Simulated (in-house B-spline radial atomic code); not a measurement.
# Ar⁶⁺: ionisation energy by several methods

The task here is to estimate one member of a computed series from the others.

Method: non-relativistic, several functionals, spin-polarised; spherical all-electron atom at the radial basis limit. Code: in-house B-spline radial atomic code version 1.

## The system

```
element       : argon (Z = 18)
charge        : +6
electrons     : 12
configuration : [Ne] 3s2
nucleus       : point
```

The outer shells:

[Ne] 3s2
```
[Ne] core
3s [↑↓]
```

Where spins are not typed, each open shell is filled with up spins first.

Set-up of the first run:

Input settings:

```ini
Z = 18
electrons = 12.0
configuration = [Ne] 3s2
hamiltonian = nr
method = rpbe,pbe
spin_polarised = True
```

Among the steps run: RPBE, a GGA; TPSSh, a global hybrid; PBE, a GGA; BP86, a GGA; revTPSS, a meta-GGA; LC-ωPBE, a range-separated hybrid; LDA (VWN5); TPSS, a meta-GGA.

One table of the session follows, with a row left open; its other results are not shown here.

| method | ΔSCF (eV) |
| --- | --- |
| LDA (VWN5) | 123.96 |
| RPBE | 123.78 |
| PBE | ? |
| BP86 | 123.87 |
| revTPSS | 123.34 |
| TPSS | 123.49 |
| TPSSh | 123.44 |
| LC-ωPBE | 123.84 |

Q: Estimate the row for PBE from the others.

**Answer.** ΔSCF (eV): 123.88. In the column «ΔSCF (eV)» it lies between BP86 (123.87) and LDA (VWN5) (123.96).

Caveats from the session: Meta-GGA runs start from a PBE run whose iterations are not counted.
